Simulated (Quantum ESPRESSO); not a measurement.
# GaGe (F-43m) in Quantum ESPRESSO: a series of runs

The runs below take GaGe through phonons, with PBEsol, PBE, LDA.

All numbers are computed with Quantum ESPRESSO 7.5; they aren't measurements. Logs are shortened: lines on timing, memory, paths and dates and some standing lists are left out, and cuts for length are marked.

## (1) Starting point

It takes space group F-43m (No. 216, cubic). Conventional cell: a = 5.796 Å, b = 5.796 Å, c = 5.796 Å, α = 90.00°, β = 90.00°, γ = 90.00°. Ge (site symmetry -43m) is surrounded by 4 Ga at 2.51 Å. Around Ga (site symmetry -43m) lie 4 Ge at 2.51 Å.

The cell comes from a database or a generator and needn't be the stable form of this composition.

## (2) Phonons, PBEsol

pw.in reads:

```
&CONTROL
  calculation = 'scf'
  prefix = 'pwscf'
  outdir = './tmp'
  pseudo_dir = './pseudo'
  tprnfor = .true.
  tstress = .true.
  disk_io = 'low'
/
&SYSTEM
  ibrav = 0
  nat = 2
  ntyp = 2
  ecutwfc = 80
  nbnd = 21
  occupations = 'smearing'
  smearing = 'gaussian'
  degauss = 0.00999582
/
&ELECTRONS
  conv_thr = 4d-10
  electron_maxstep = 120
  mixing_beta = 0.5
/
ATOMIC_SPECIES
Ge    72.6300 Ge.upf
Ga    69.7230 Ga.upf
CELL_PARAMETERS angstrom
   0.0000000000    2.8978440000    2.8978440000
   2.8978440000    0.0000000000    2.8978440000
   2.8978440000    2.8978440000    0.0000000000
ATOMIC_POSITIONS crystal
Ge     0.0000000000    0.0000000000    0.0000000000
Ga     0.2500000000    0.2500000000    0.2500000000
K_POINTS automatic
8 8 8 0 0 0
```

relax.in reads:

```
&CONTROL
  calculation = 'vc-relax'
  prefix = 'pwscf'
  outdir = './tmp'
  pseudo_dir = './pseudo'
  tprnfor = .true.
  tstress = .true.
  disk_io = 'low'
  nstep = 40
  forc_conv_thr = 0.0001
  etot_conv_thr = 1d-06
/
&SYSTEM
  ibrav = 0
  nat = 2
  ntyp = 2
  ecutwfc = 80
  nbnd = 21
  occupations = 'smearing'
  smearing = 'gaussian'
  degauss = 0.00999582
/
&ELECTRONS
  conv_thr = 4d-10
  electron_maxstep = 120
  mixing_beta = 0.5
/
&IONS
  ion_dynamics = 'bfgs'
/
&CELL
  cell_dynamics = 'bfgs'
  press = 0
  press_conv_thr = 0.2
/
ATOMIC_SPECIES
Ge    72.6300 Ge.upf
Ga    69.7230 Ga.upf
CELL_PARAMETERS angstrom
   0.0000000000    2.8978440000    2.8978440000
   2.8978440000    0.0000000000    2.8978440000
   2.8978440000    2.8978440000    0.0000000000
ATOMIC_POSITIONS crystal
Ge     0.0000000000    0.0000000000    0.0000000000
Ga     0.2500000000    0.2500000000    0.2500000000
K_POINTS automatic
8 8 8 0 0 0
```

scf2.in reads:

```
&CONTROL
  calculation = 'scf'
  prefix = 'pwscf'
  outdir = './tmp'
  pseudo_dir = './pseudo'
  tprnfor = .true.
  tstress = .true.
  disk_io = 'low'
/
&SYSTEM
  ibrav = 0
  nat = 2
  ntyp = 2
  ecutwfc = 80
  nbnd = 21
  occupations = 'smearing'
  smearing = 'gaussian'
  degauss = 0.00999582
/
&ELECTRONS
  conv_thr = 1d-13
  electron_maxstep = 120
  mixing_beta = 0.5
  startingpot = 'file'
  startingwfc = 'file'
/
ATOMIC_SPECIES
Ge    72.6300 Ge.upf
Ga    69.7230 Ga.upf
CELL_PARAMETERS angstrom
   0.0000000000    2.8535601758    2.8535601758
   2.8535601758    0.0000000000    2.8535601758
   2.8535601758    2.8535601758    0.0000000000
ATOMIC_POSITIONS crystal
Ge     0.0000000000    0.0000000000    0.0000000000
Ga     0.2500000000    0.2500000000    0.2500000000
K_POINTS automatic
8 8 8 0 0 0
```

ph.in reads:

```
phonons of GaGe
&INPUTPH
  prefix = 'pwscf'
  outdir = './tmp'
  tr2_ph = 1d-18
  fildyn = 'dyn'
  niter_ph = 90
  alpha_mix(1) = 0.4
/
0.0000000000 0.0000000000 0.0000000000
```

dynmat.in reads:

```
&INPUT
  fildyn = 'dyn'
  asr = 'crystal'
  filout = 'dynmat.disp'
  fileig = 'dynmat.eig'
/
```

Potentials or basis: PseudoDojo 0.4.1 SR PBEsol standard.

On the command line:

```console
OMP_NUM_THREADS=1 pw.x -in pw.in > pw.out
OMP_NUM_THREADS=1 pw.x -in relax.in > relax.out
OMP_NUM_THREADS=1 pw.x -in scf2.in > scf2.out
OMP_NUM_THREADS=1 ph.x -in ph.in > ph.out
OMP_NUM_THREADS=1 dynmat.x -in dynmat.in > dynmat.out
```

pw.out:

```text
This program is part of the open-source Quantum ESPRESSO suite
     for quantum simulation of materials; please cite
         "P. Giannozzi et al., J. Phys.:Condens. Matter 21 395502 (2009);
         "P. Giannozzi et al., J. Phys.:Condens. Matter 29 465901 (2017);
         "P. Giannozzi et al., J. Chem. Phys. 152 154105 (2020);
     in publications or presentations arising from this work. More details at

     Message from routine setup:
     using ibrav=0 with symmetry is DISCOURAGED, use correct ibrav instead

     G-vector sticks info
     --------------------
     sticks:   dense  smooth     PW     G-vecs:    dense   smooth      PW
     Sum        1333    1333    379                31879    31879    5029

     Using Slab Decomposition

     bravais-lattice index     =            0
     lattice parameter (alat)  =       7.7444  a.u.
     unit-cell volume          =     328.4366 (a.u.)^3
     number of atoms/cell      =            2
     number of atomic types    =            2
     number of electrons       =        27.00
     number of Kohn-Sham states=           21
     kinetic-energy cutoff     =      80.0000  Ry
     charge density cutoff     =     320.0000  Ry
     scf convergence threshold =      4.0E-10
     mixing beta               =       0.5000
     number of iterations used =            8  plain     mixing
     Exchange-correlation= PBESOL
                           (   1   4  10   8   0   0   0)

     celldm(1)=   7.744419  celldm(2)=   0.000000  celldm(3)=   0.000000
     celldm(4)=   0.000000  celldm(5)=   0.000000  celldm(6)=   0.000000

     crystal axes: (cart. coord. in units of alat)
               a(1) = (   0.000000   0.707107   0.707107 )
               a(2) = (   0.707107   0.000000   0.707107 )
               a(3) = (   0.707107   0.707107   0.000000 )

     reciprocal axes: (cart. coord. in units 2 pi/alat)
               b(1) = ( -0.707107  0.707107  0.707107 )
               b(2) = (  0.707107 -0.707107  0.707107 )
               b(3) = (  0.707107  0.707107 -0.707107 )

     PseudoPot. # 1 for Ge read from file:
     Ge.upf
     Pseudo is Norm-conserving + core correction, Zval = 14.0
     Generated using ONCVPSP code by D. R. Hamann
     Using radial grid of 1560 points,  6 beta functions with:
                l(1) =   0
                l(2) =   0
                l(3) =   1
                l(4) =   1
                l(5) =   2
                l(6) =   2

     PseudoPot. # 2 for Ga read from file:
     Ga.upf
     Pseudo is Norm-conserving + core correction, Zval = 13.0
     Generated using ONCVPSP code by D. R. Hamann
     Using radial grid of 1902 points,  6 beta functions with:
                l(1) =   0
                l(2) =   0
                l(3) =   1
                l(4) =   1
                l(5) =   2
                l(6) =   2

     atomic species   valence    mass     pseudopotential
     Ge               14.00    72.63000     Ge( 1.00)
     Ga               13.00    69.72300     Ga( 1.00)

     24 Sym. Ops. (no inversion) found

   Cartesian axes

     site n.     atom                  positions (alat units)
         1        Ge     tau(   1) = (   0.0000000   0.0000000   0.0000000  )
         2        Ga     tau(   2) = (   0.3535534   0.3535534   0.3535534  )

     number of k points=    29  Gaussian smearing, width (Ry)=  0.0100
                       cart. coord. in units 2pi/alat
        k(    1) = (   0.0000000   0.0000000   0.0000000), wk =   0.0039062
        k(    2) = (   0.0883883   0.0883883  -0.0883883), wk =   0.0312500
        k(    3) = (   0.1767767   0.1767767  -0.1767767), wk =   0.0312500
        k(    4) = (   0.2651650   0.2651650  -0.2651650), wk =   0.0312500
        k(    5) = (  -0.3535534  -0.3535534   0.3535534), wk =   0.0156250
        k(    6) = (   0.1767767   0.0000000   0.0000000), wk =   0.0234375
[... 21 lines left out ...]
        k(   28) = (  -0.7071068   0.1767767  -0.0000000), wk =   0.0468750
        k(   29) = (  -0.7071068   0.3535534   0.0000000), wk =   0.0234375

     Dense  grid:    31879 G-vectors     FFT dimensions: (  45,  45,  45)

     Initial potential from superposition of free atoms

     starting charge      26.9968, renormalised to      27.0000
     Starting wfcs are   18 randomized atomic wfcs +    3 random wfcs

     Self-consistent Calculation

     iteration #  1     ecut=    80.00 Ry     beta= 0.50
     Davidson diagonalization with overlap
     ethr =  1.00E-02,  avg # of iterations =  5.4

     Threshold (ethr) on eigenvalues was too large:
     Diagonalizing with lowered threshold

     Davidson diagonalization with overlap
     ethr =  6.82E-05,  avg # of iterations =  4.2

     total energy              =    -331.07611034 Ry
     estimated scf accuracy    <       0.01890626 Ry

     iteration #  2     ecut=    80.00 Ry     beta= 0.50
     Davidson diagonalization with overlap
     ethr =  7.00E-05,  avg # of iterations =  1.2
[... 43 lines left out ...]
     total energy              =    -331.07742945 Ry
     estimated scf accuracy    <          5.5E-09 Ry

     iteration #  9     ecut=    80.00 Ry     beta= 0.50
     Davidson diagonalization with overlap
     ethr =  2.05E-11,  avg # of iterations =  2.0

     End of self-consistent calculation

          k = 0.0000 0.0000 0.0000 (  3943 PWs)   bands (ev):

   -16.8545 -16.8545 -16.8545 -16.8343 -16.8343  -7.2075  -7.2075  -7.2075
    -7.1461  -7.1461  -3.4381   8.8014   8.8014   8.8014   9.1340  11.4597
    11.4597  11.4597  14.6644  17.8197  17.8197

          k = 0.0884 0.0884-0.0884 (  3933 PWs)   bands (ev):

   -16.8545 -16.8541 -16.8541 -16.8342 -16.8342  -7.2115  -7.2049  -7.2049
    -7.1463  -7.1463  -3.2553   6.7000   8.4984   8.4984   9.9720  11.8686
    11.8686  12.2257  15.6432  16.8458  16.8458
[... 103 lines left out ...]
          k = 0.0000-0.5303 0.5303 (  3953 PWs)   bands (ev):

   -16.8557 -16.8506 -16.8498 -16.8351 -16.8319  -7.2476  -7.1806  -7.1757
    -7.1568  -7.1428  -0.4963   1.5118   4.5641   6.2873   9.8388  12.6564
    15.8014  15.9772  16.5490  18.0776  21.7983

          k =-0.7071 0.0000 0.0000 (  3984 PWs)   bands (ev):

   -16.8578 -16.8490 -16.8490 -16.8362 -16.8309  -7.2569  -7.1706  -7.1706
    -7.1652  -7.1387  -0.4144   1.2880   5.8528   5.8528   9.3662   9.4820
    18.1059  18.1059  19.2716  20.5122  20.9626

          k = 0.3536 0.1768 0.0000 (  3970 PWs)   bands (ev):

   -16.8552 -16.8521 -16.8519 -16.8347 -16.8328  -7.2321  -7.1918  -7.1900
    -7.1521  -7.1433  -2.2639   3.9135   6.0562   7.2841  11.0685  11.6390
    13.1301  14.2433  16.3652  18.3482  18.7202
[... 25 lines left out ...]
          k = 0.0000-0.3536 0.5303 (  3975 PWs)   bands (ev):

   -16.8540 -16.8526 -16.8500 -16.8344 -16.8326  -7.2420  -7.1865  -7.1788
    -7.1523  -7.1453  -0.8433   1.9186   4.6167   6.1824  11.3564  13.1623
    13.4555  15.4029  16.6250  18.0257  21.4312

          k =-0.7071 0.1768-0.0000 (  3982 PWs)   bands (ev):

   -16.8566 -16.8503 -16.8490 -16.8356 -16.8314  -7.2517  -7.1768  -7.1731
    -7.1599  -7.1411  -0.3744   1.3625   5.3426   5.3984  10.5289  10.6601
    16.0776  16.1898  19.0979  19.7801  20.9494

          k =-0.7071 0.3536 0.0000 (  3972 PWs)   bands (ev):

   -16.8542 -16.8527 -16.8490 -16.8348 -16.8322  -7.2456  -7.1840  -7.1745
    -7.1545  -7.1448  -0.3328   1.4449   4.9389   5.0501  12.8568  12.8625
    13.2156  13.5129  19.1355  19.7605  20.9550

     the Fermi energy is     7.0996 ev

!    total energy              =    -331.07742945 Ry
     estimated scf accuracy    <          6.5E-11 Ry
     smearing contrib. (-TS)   =      -0.00064757 Ry
     internal energy E=F+TS    =    -331.07678189 Ry

     The total energy is F=E-TS. E is the sum of the following terms:
     one-electron contribution =    -173.75673735 Ry
     hartree contribution      =     106.62162022 Ry
     xc contribution           =     -84.49205276 Ry
     ewald contribution        =    -179.44961200 Ry

     convergence has been achieved in   9 iterations

     Forces acting on atoms (cartesian axes, Ry/au):

     atom    1 type  1   force =     0.00000000    0.00000000    0.00000000
     atom    2 type  2   force =     0.00000000    0.00000000    0.00000000

     Total force =     0.000000     Total SCF correction =     0.000000

     Computing stress (Cartesian axis) and pressure

          total   stress  (Ry/bohr**3)                   (kbar)     P=      -23.56
  -0.00016019   0.00000000   0.00000000          -23.56        0.00        0.00
   0.00000000  -0.00016019   0.00000000            0.00      -23.56        0.00
   0.00000000   0.00000000  -0.00016019            0.00        0.00      -23.56

=------------------------------------------------------------------------------=
   JOB DONE.
=------------------------------------------------------------------------------=
```

Wall time 20 min (1 thread of Arm Neoverse V1, shared host); peak memory 0.1 GiB.

What came out:

| Property | Result |
| --- | --- |
| Free energy | -4504.5545 eV |
| Relaxed volume | 23.24 Å³/atom |
| Relaxed cell | a = 4.036 Å, b = 4.036 Å, c = 4.036 Å, α = 60.00°, β = 60.00°, γ = 60.00° |
| Space group after relaxing (to 0.05 Å) | F-43m (No. 216) |
| Pressure after relaxing | 0.0 GPa |
| Band gap on the k mesh | none (metal or under the smearing width) |
| Highest phonon frequency at Γ | 206 cm⁻¹ |

Step by step:
| step | energy change (eV) | largest force (eV/Å) | pressure (GPa) | volume (Å³) |
| --- | --- | --- | --- | --- |
| 1 | 0.0000 | 0.0000 | -2.36 | 48.67 |
| 2 | -0.0075 | 0.0000 | -1.79 | 48.09 |
| 3 | -0.0148 | 0.0000 | -0.87 | 47.22 |
| 4 | -0.0168 | 0.0000 | 0.05 | 46.43 |
| 5 | -0.0168 | 0.0000 | 0.00 | 46.47 |

Final structure:
```
CELL_PARAMETERS angstrom
0.00000 2.85356 2.85356
2.85356 0.00000 2.85356
2.85356 2.85356 0.00000
ATOMIC_POSITIONS crystal
Ge 0.00000 0.00000 0.00000
Ga 0.25000 0.25000 0.25000
```

Levels at points of the mesh, in eV from the Fermi level:
```
             k point  band 12  band 13  band 14  band 15  band 16  band 17
  (0.00, 0.00, 0.00)     1.80     1.80     1.80     2.49     4.46     4.46
 (0.00, 0.00, -0.50)    -5.53     0.42     0.42     2.25     5.44     5.44
(0.00, -0.50, -0.50)    -5.92    -1.32    -1.32     2.28     2.43    11.46
```

Phonon frequencies in cm⁻¹ (negative: imaginary):
| q point | frequencies |
| --- | --- |
| (0.000, 0.000, 0.000) | -12 -12 -12 206 206 206 |

Optical modes at Γ, degenerate ones joined:
```
cm⁻¹  components  symmetry     active in
 206           3        T2  IR and Raman
```

[end of part 1 of 3]
